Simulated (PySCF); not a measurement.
# C₅H₅F₃O₂: magnetic properties

What do calculations give for the magnetic properties of C₅H₅F₃O₂ (`C[C@@H]1OC=C1OC(F)(F)F`)?

Computed with PySCF 2.14.0 and routines of our own; the level stands in each step. Atoms count from 0.

## 1. The system as given

15 atoms, charge 0, multiplicity 1; geometry from: GFN2-xTB.

## 2. Magnetic properties: GIAO PBE0/pcSseg-1

The job: settings as JSON, then the geometry in Å.

```
{"job": {"kind": "mag", "xc": "PBE0", "basis": "pcSseg-1", "isotopologues": 0}, "charge": 0, "multiplicity": 1}
C     -2.186165     0.192183    -0.602317
C     -1.170539    -0.739121     0.018888
O     -1.157865    -0.704205     1.471523
C      0.154933    -0.270576     1.433437
C      0.256440    -0.269195     0.104361
O      1.190139     0.018720    -0.883524
C      2.354328     0.462224    -0.442660
F      3.153681     0.701563    -1.471941
F      2.263010     1.602061     0.263007
F      2.991099    -0.404035     0.362937
H     -3.189948    -0.161824    -0.384331
H     -2.037596     0.220004    -1.678121
H     -2.069472     1.193806    -0.196914
H     -1.292246    -1.767610    -0.325907
H      0.735788    -0.066006     2.309649
```

With the program's defaults for keys left out, this is: GIAO PBE0/pcSseg-1 magnetisability, rotational g tensor and spin-rotation constants, non-relativistic, gas phase.

Launch:

```console
OMP_NUM_THREADS=1 python excited_run.py task.json out
```

The driver reads the jobs from task.json and runs them one after another.

Standard output:

```text
coarse grid: 13960 points
cycle   1  E = -642.4169140739  dE =  2.046e+00  |g| = 1.117e+00  |ddm| = 3.525e+00
cycle   2  E = -642.1447711899  dE =  2.721e-01  |g| = 1.721e+00  |ddm| = 1.527e+00
cycle   3  E = -642.6198982291  dE = -4.751e-01  |g| = 2.356e-01  |ddm| = 1.062e+00
cycle   4  E = -642.6293439551  dE = -9.446e-03  |g| = 9.338e-02  |ddm| = 2.345e-01
cycle   5  E = -642.6309880648  dE = -1.644e-03  |g| = 2.301e-02  |ddm| = 7.810e-02
cycle   6  E = -642.6310994143  dE = -1.113e-04  |g| = 7.043e-03  |ddm| = 2.038e-02
cycle   7  E = -642.6311094151  dE = -1.000e-05  |g| = 1.889e-03  |ddm| = 5.980e-03
cycle   8  E = -642.6311100811  dE = -6.660e-07  |g| = 2.416e-04  |ddm| = 1.259e-03
final grid: 140128 points
cycle   9  E = -642.7311508588  dE = -4.537e-05  |g| = 1.340e-02  |ddm| = 2.849e-02
cycle  10  E = -642.7311107014  dE =  4.016e-05  |g| = 2.031e-02  |ddm| = 1.868e-02
cycle  11  E = -642.7311823189  dE = -7.162e-05  |g| = 2.045e-03  |ddm| = 1.193e-02
cycle  12  E = -642.7311831323  dE = -8.134e-07  |g| = 4.387e-04  |ddm| = 1.742e-03
cycle  13  E = -642.7311831610  dE = -2.867e-08  |g| = 2.362e-04  |ddm| = 4.815e-04
cycle  14  E = -642.7311831725  dE = -1.159e-08  |g| = 4.140e-05  |ddm| = 1.888e-04
cycle  15  E = -642.7311831728  dE = -2.731e-10  |g| = 1.220e-05  |ddm| = 3.119e-05
converged SCF energy = -642.7311831728

Magnetisability tensor (1e-30 J/T^2)
    -1224.12       28.55       11.79
       28.55    -1246.90       16.20
       11.79       16.20    -1236.70
isotropic -1235.91   principal values   -1268.04  -1243.76  -1195.92
isotropic susceptibility -74.428 1e-6 cm^3/mol

Inertial axes            a          b          c
rot. const./GHz      2.9208     0.8129     0.7352
chi total           -73.473    -74.874    -74.937
chi diamagnetic    -494.344  -1472.856  -1630.236
chi paramagnetic    420.871   1397.982   1555.299
quadrupole/D A       -3.100      2.813      0.287
g nuclear            0.5452     0.5241     0.5289
g electronic        -0.5775    -0.5339    -0.5372
g total             -0.0323    -0.0098    -0.0083

Spin-rotation constants (kHz, H = +C I.J)
atom  isotope        aa         bb         cc
  7    19F        3.210      1.029      1.066
  8    19F        4.991      1.119      0.557
  9    19F        4.856      0.816      0.878
 10     1H        0.096     -0.091     -0.083
 11     1H       -0.290      0.002     -0.077
 12     1H       -0.321     -0.089      0.015
 13     1H       -0.245     -0.089      0.044
 14     1H       -0.208      0.030     -0.065
  0    13C*       0.463      0.114      0.099
  1    13C*       0.762      0.170      0.198
  2    17O*      -0.647     -0.117     -0.068
  3    13C*       1.255      0.250      0.186
  4    13C*       1.382      0.246      0.159
  5    17O*      -0.541     -0.156     -0.113
  6    13C*       0.882      0.250      0.221
* in the singly substituted isotopologue
```

Run time: 68 s. Hardware: 1 thread of Arm Neoverse N1, shared host; peak memory 0.86 GiB.

From this job:

| quantity | value |
| --- | --- |
| magnetisability | -1236·10⁻³⁰ J/T² |
| molar susceptibility | -74.4·10⁻⁶ cm³/mol |
| rotational g (a, b, c) | -0.0323, -0.0098, -0.0083 |

## 3. Magnetic properties: GIAO LC-wPBE/3-21G

The job, as its differences from that of step 2:

```diff
@@ -1,2 +1,2 @@
-{"job": {"kind": "mag", "xc": "PBE0", "basis": "pcSseg-1", "isotopologues": 0}, "charge": 0, "multiplicity": 1}
+{"job": {"kind": "mag", "xc": "LC-wPBE", "basis": "3-21G"}, "charge": 0, "multiplicity": 1}
 C     -2.186165     0.192183    -0.602317
```

Method: GIAO LC-wPBE/3-21G magnetisability, rotational g tensor and spin-rotation constants, non-relativistic, gas phase.

Standard output:

```text
coarse grid: 13960 points
cycle   1  E = -639.0660182743  dE =  2.355e+00  |g| = 1.190e+00  |ddm| = 4.022e+00
cycle   2  E = -639.1124062275  dE = -4.639e-02  |g| = 1.262e+00  |ddm| = 1.731e+00
cycle   3  E = -639.3682306006  dE = -2.558e-01  |g| = 9.956e-02  |ddm| = 8.402e-01
cycle   4  E = -639.3696342473  dE = -1.404e-03  |g| = 6.145e-02  |ddm| = 1.236e-01
cycle   5  E = -639.3703307492  dE = -6.965e-04  |g| = 7.901e-03  |ddm| = 6.253e-02
cycle   6  E = -639.3703489840  dE = -1.823e-05  |g| = 2.367e-03  |ddm| = 1.267e-02
cycle   7  E = -639.3703496459  dE = -6.619e-07  |g| = 9.733e-04  |ddm| = 4.791e-03
final grid: 140128 points
cycle   8  E = -639.5192263542  dE = -9.009e-05  |g| = 1.079e-02  |ddm| = 2.776e-02
cycle   9  E = -639.5192293001  dE = -2.946e-06  |g| = 1.037e-02  |ddm| = 1.203e-02
cycle  10  E = -639.5192442195  dE = -1.492e-05  |g| = 7.794e-04  |ddm| = 5.973e-03
cycle  11  E = -639.5192443022  dE = -8.276e-08  |g| = 4.725e-04  |ddm| = 1.077e-03
cycle  12  E = -639.5192443454  dE = -4.320e-08  |g| = 8.855e-05  |ddm| = 5.615e-04
cycle  13  E = -639.5192443479  dE = -2.436e-09  |g| = 2.428e-05  |ddm| = 1.243e-04
cycle  14  E = -639.5192443482  dE = -3.490e-10  |g| = 6.775e-06  |ddm| = 8.833e-05
converged SCF energy = -639.5192443482

Magnetisability tensor (1e-30 J/T^2)
    -1286.85       17.71        0.42
       17.71    -1274.42       13.00
        0.42       13.00    -1294.91
isotropic -1285.39   principal values   -1305.73  -1291.93  -1258.52
isotropic susceptibility -77.408 1e-6 cm^3/mol

Inertial axes            a          b          c
rot. const./GHz      2.9208     0.8129     0.7352
chi total           -77.119    -78.398    -76.708
chi diamagnetic    -492.898  -1471.653  -1629.375
chi paramagnetic    415.779   1393.255   1552.667
quadrupole/D A       -3.568      2.757      0.811
g nuclear            0.5452     0.5241     0.5289
g electronic        -0.5705    -0.5321    -0.5363
g total             -0.0254    -0.0080    -0.0074

Spin-rotation constants (kHz, H = +C I.J)
atom  isotope        aa         bb         cc
  7    19F        2.482      0.758      0.719
  8    19F        3.517      0.861      0.479
  9    19F        3.430      0.672      0.678
 10     1H        0.061     -0.098     -0.088
 11     1H       -0.320     -0.006     -0.083
 12     1H       -0.340     -0.095      0.009
 13     1H       -0.277     -0.097      0.039
 14     1H       -0.225      0.020     -0.073
  0    13C*       0.312      0.076      0.068
  1    13C*       0.563      0.124      0.157
  2    17O*      -0.497     -0.098     -0.051
  3    13C*       1.034      0.205      0.141
  4    13C*       1.115      0.192      0.119
  5    17O*      -0.409     -0.111     -0.075
  6    13C*       0.733      0.204      0.179
* in the singly substituted isotopologue
```

Run time: 37 s. Hardware: 1 thread of Arm Neoverse N1, shared host; peak memory 0.61 GiB.

From this job:

| quantity | value |
| --- | --- |
| magnetisability | -1285·10⁻³⁰ J/T² |
| molar susceptibility | -77.4·10⁻⁶ cm³/mol |
| rotational g (a, b, c) | -0.0254, -0.0080, -0.0074 |

## 4. Magnetic properties side by side

| level | ξ (10⁻³⁰ J/T²) | g(a) | g(b) | gap (eV) | functions | time |
| --- | --- | --- | --- | --- | --- | --- |
| GIAO PBE0/pcSseg-1 | -1236 | -0.0323 | -0.0098 | 6.92 | 195 | 68 s |
| GIAO LC-wPBE/3-21G | -1285 | -0.0254 | -0.0080 | 12.04 | 100 | 37 s |

## 5. Results

```
                                           quantity                      value
       magnetisability (step 2, GIAO PBE0/pcSseg-1)           -1236·10⁻³⁰ J/T²
  molar susceptibility (step 2, GIAO PBE0/pcSseg-1)         -74.4·10⁻⁶ cm³/mol
rotational g (a, b, c) (step 2, GIAO PBE0/pcSseg-1)  -0.0323, -0.0098, -0.0083
                    magnetisability over the levels  -1285 to -1236·10⁻³⁰ J/T²
```

What this shows: The magnetisability spreads by 3.9 % over 2 levels, from GIAO LC-wPBE/3-21G (37 s) to GIAO PBE0/pcSseg-1 (68 s); the runs took 37 s to 68 s. Two levels can agree by chance, so this spread shows no convergence. Vibrational averaging and real surroundings are missing from these values.
